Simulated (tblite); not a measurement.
**GFN2-xTB run of C2H7GaO (SMILES CC[O][GaH2])**

We compute a structure relaxation of C2H7GaO. Input form: a Python script.

The results are computed with tblite 0.8.0.

21 further runs of the same task are left out: 21 set aside as unsound or not needed.

## (1) Starting point

C2H7GaO has 11 atoms, charge 0, and is taken as a singlet. As SMILES, `CC[O][GaH2]`. Geometry: relaxed at PBE0-D4/def2-TZVP. This is one conformer, not always the lowest. The run starts from this shape.

Bond lengths: C1–C2 1.512 Å, C2–O3 1.403 Å, O3–Ga4 1.780 Å, C1–H5 1.093 Å, C1–H6 1.094 Å, C1–H7 1.094 Å, C2–H8 1.098 Å, C2–H9 1.098 Å, Ga4–H10 1.561 Å, Ga4–H11 1.557 Å. Some angles: C1–C2–O3 115.5°, C2–O3–Ga4 131.5°, C1–C2–H8 109.3°, C1–C2–H9 109.3°, O3–C2–H8 108.0°, O3–C2–H9 108.0°, C2–C1–H5 110.0°, C2–C1–H6 111.5°, C2–C1–H7 111.5°, O3–Ga4–H10 120.8°.

## (2) A geometry optimisation at GFN2-xTB

geom.xyz reads:

```xyz
11

C     -0.350000     1.241000     0.150900
C     -0.953100    -0.089400     0.543000
O     -0.214800    -1.221800     0.168500
Ga     1.330300    -1.387400    -0.699400
H     -0.996200     2.056600     0.485600
H      0.634400     1.384000     0.605500
H     -0.236700     1.325400    -0.933600
H     -1.089200    -0.118800     1.632300
H     -1.955000    -0.177300     0.102100
H      2.110300    -0.126600    -1.189100
H      1.720000    -2.885700    -0.865800
```

job.py reads:

```python
import json
import numpy as np
from tblite.interface import Calculator
from tblite.interface import symbols_to_numbers
from scipy.optimize import minimize

symbols = list(map(str, np.loadtxt("geom.xyz", skiprows=2, usecols=0, dtype=str, ndmin=1)))
numbers = np.array(symbols_to_numbers(symbols))
positions = np.loadtxt("geom.xyz", skiprows=2, usecols=(1, 2, 3), ndmin=2) / 0.5291772

calc = Calculator("GFN2-xTB", numbers, positions, charge=0, uhf=0)
calc.set("verbosity", 0)
calc.set("accuracy", 0.01)
last, frames, energies, grads = [None], [], [], []

def fun(x):
    calc.update(x.reshape(-1, 3))
    last[0] = calc.singlepoint(last[0])
    return float(last[0].get('energy')), last[0].get('gradient').ravel()

def show(x):
    e, g = fun(x)
    frames.append(x.reshape(-1, 3).tolist())
    energies.append(e)
    grads.append(g.reshape(-1, 3).tolist())
    print(f"{len(energies) - 1:4d} {e:16.9f} {np.abs(g).max():12.3e} {np.linalg.norm(g):12.3e}")

print("step      energy/Eh       max grad     grad norm")
show(positions.ravel())
opt = minimize(fun, positions.ravel(), jac=True, method="BFGS", callback=show, options={"gtol": 3e-05, "maxiter": 500})
print("converged:", opt.success, "-", opt.message)
fun(opt.x)
wfn = last[0]
final = opt.x.reshape(-1, 3)
print("final geometry (angstrom)")
for s, p in zip(symbols, final * 0.529177210903):
    print(f"{s:<2} {p[0]:12.6f} {p[1]:12.6f} {p[2]:12.6f}")
print(f"Energy: {wfn.get('energy') * 627.5095:.8f} kcal/mol")
eps = np.atleast_2d(wfn.get("orbital-energies")) * 27.211386
occ = np.atleast_2d(wfn.get("orbital-occupations"))
filled = occ.sum(axis=0) if eps.shape[0] == 1 else occ[0]
homo = np.nonzero(filled > 0.5)[0].max()
print("  MO   occupation   energy/eV")
for i in range(max(0, homo - 4), min(eps.shape[1], homo + 5)):
    print(f"{i + 1:4d} {filled[i]:10.4f} {eps[0, i]:12.4f}")
mu = wfn.get("dipole") * 2.541746
print(f"Dipole moment: {np.linalg.norm(mu):.4f} D, components " + " ".join(f"{c:.4f}" for c in mu))
q = wfn.get("charges")
print("Charges:", " ".join(f"{s}{i + 1}={c:+.4f}" for i, (s, c) in enumerate(zip(symbols, q))))
out = {k: np.asarray(wfn.get(k)).tolist() for k in ("energy", "gradient", "charges", "dipole", "orbital-energies", "orbital-occupations")}
out.update(symbols=symbols, positions=(positions * 0.529177210903).tolist(), final=final.tolist(), frames=frames, step_energies=energies, grads=grads, success=bool(opt.success))
json.dump(out, open("results.json", "w"))
```

Started as:

```console
$ python job.py
```

What values should one expect? Wanted: total energy at the end; dipole moment; HOMO energy; LUMO energy; HOMO–LUMO gap.

Computed results:

Level: GFN2-xTB.

| quantity | value |
| --- | --- |
| total energy at the end | -13.12821 Eh |
| dipole moment | 1.17 D |
| HOMO energy | -11.38 eV |
| LUMO energy | -6.23 eV |
| HOMO–LUMO gap | 5.15 eV |

In words: At the final geometry: Bond lengths: C1–C2 1.523 Å, C2–O3 1.411 Å, O3–Ga4 1.709 Å, C1–H5 1.087 Å, C1–H6 1.090 Å, C1–H7 1.090 Å, C2–H8 1.097 Å, C2–H9 1.097 Å, Ga4–H10 1.556 Å, Ga4–H11 1.534 Å. Some angles: C1–C2–O3 111.7°, C2–O3–Ga4 151.5°, C1–C2–H8 110.0°, C1–C2–H9 110.0°, O3–C2–H8 108.3°, O3–C2–H9 108.3°, C2–C1–H5 110.5°, C2–C1–H6 109.5°, C2–C1–H7 109.5°, O3–Ga4–H10 125.1°. The optimisation took 55 steps and changed the energy by -0.091 eV.
